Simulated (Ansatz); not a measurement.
Lu3Si:

```xyz
4
Lattice="4.5414 0.0000 0.0000 0.0000 4.5414 0.0000 0.0000 0.0000 4.5414" Properties=species:S:1:pos:R:3 pbc="T T T"
Lu    2.2707    2.2707    0.0000
Lu    2.2707    0.0000    2.2707
Lu    0.0000    2.2707    2.2707
Si    0.0000    0.0000    0.0000
```

The cell comes from a database or a generator and needn't be the stable form of this composition.

| Quantity | Value |
| --- | --- |
| Program | Ansatz 0.2.0 |
| Task | single point |
| Functional | PBE |
| Potentials or basis | Ansatz PAW |
| Cutoff | 420 eV (not typed: the program's choice for these potentials) |
| k mesh | 6 × 6 × 6 |
| Occupations | fermi-dirac, width 0.05 eV |
| Spin | no spin polarisation |

On this cell: pressure -0.8 GPa; largest force zero by symmetry; band gap on the k mesh none (metal or under the smearing width).

The same run follows on a disturbed copy (atoms moved at random, drawn with an rms of 0.05 Å):

```xyz
4
Lattice="4.5414 0.0000 0.0000 0.0000 4.5414 0.0000 0.0000 0.0000 4.5414" Properties=species:S:1:pos:R:3 pbc="T T T"
Lu    2.1958    2.2953    0.0012
Lu    2.3179    0.0125    2.2619
Lu   -0.0254    2.2926    2.2895
Si   -0.0160    0.0324   -0.0125
```

Task: What changes?

Result: The energy (extrapolated to zero smearing) moves by +5.3 meV/atom; pressure -0.8 GPa; largest force 0.373 eV/Å; band gap on the k mesh none (metal or under the smearing width).

Forces on the atoms (eV/Å):
```
Lu   0.269 -0.043  0.006
Lu  -0.352  0.111  0.051
Lu   0.098 -0.030 -0.089
Si  -0.015 -0.038  0.032
```

Stress tensor (GPa, compression positive):
```
-0.69  0.00  0.05
 0.00 -0.78  0.00
 0.05  0.00 -0.81
```
